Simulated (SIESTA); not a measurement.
Crystal: NbCd3.

```
Cd Nb
1.0
     4.21500    0.00000    0.00000
     0.00000    4.21500    0.00000
     0.00000    0.00000    4.21500
Cd Nb
3 1
Direct
  0.50000 0.50000 0.00000
  0.50000 0.00000 0.50000
  0.00000 0.50000 0.50000
  0.00000 0.00000 0.00000
```

- Program: SIESTA 5.4.2
- Task: single point
- Functional: PBEsol
- Potentials or basis: PseudoDojo 0.4 standard (PBEsol files)
- Basis: DZP (energy shift 0.003 Ry; two zetas on semicore shells)
- Grid cutoff: 800 Ry
- Energy shift: 0.003 Ry
- k mesh: 6 × 6 × 6
- Occupations: fermi-dirac, width 0.05 eV
- Spin: no spin polarisation

On this cell: pressure 0.5 GPa; largest force zero by symmetry; band gap on the k mesh none (metal or under the smearing width).

The same run follows on a disturbed copy (atoms moved at random, drawn with an rms of 0.05 Å):

```
Cd Nb
1.0
     4.21500    0.00000    0.00000
     0.00000    4.21500    0.00000
     0.00000    0.00000    4.21500
Cd Nb
3 1
Direct
  0.50919 0.49639 0.98110
  0.49184 0.00291 0.49874
  0.00175 0.49767 0.50851
  0.00896 0.99244 0.99268
```

Q: What does the disturbed cell give?

A: The energy (extrapolated to zero smearing) moves by +13.6 meV/atom; pressure 1.0 GPa; largest force 0.589 eV/Å; band gap on the k mesh none (metal or under the smearing width).

Forces in eV/Å, atoms in the order of the input:
```
Cd  -0.019 -0.006  0.545
Cd   0.369 -0.145 -0.376
Cd  -0.016 -0.039 -0.588
Nb  -0.332  0.188  0.418
```

Stress tensor (GPa, compression positive):
```
 1.00  0.01 -0.19
 0.01  0.86  0.14
-0.19  0.14  1.00
```

Caveats: the basis of atomic orbitals isn't converged, which shifts pressures, moduli and gaps.
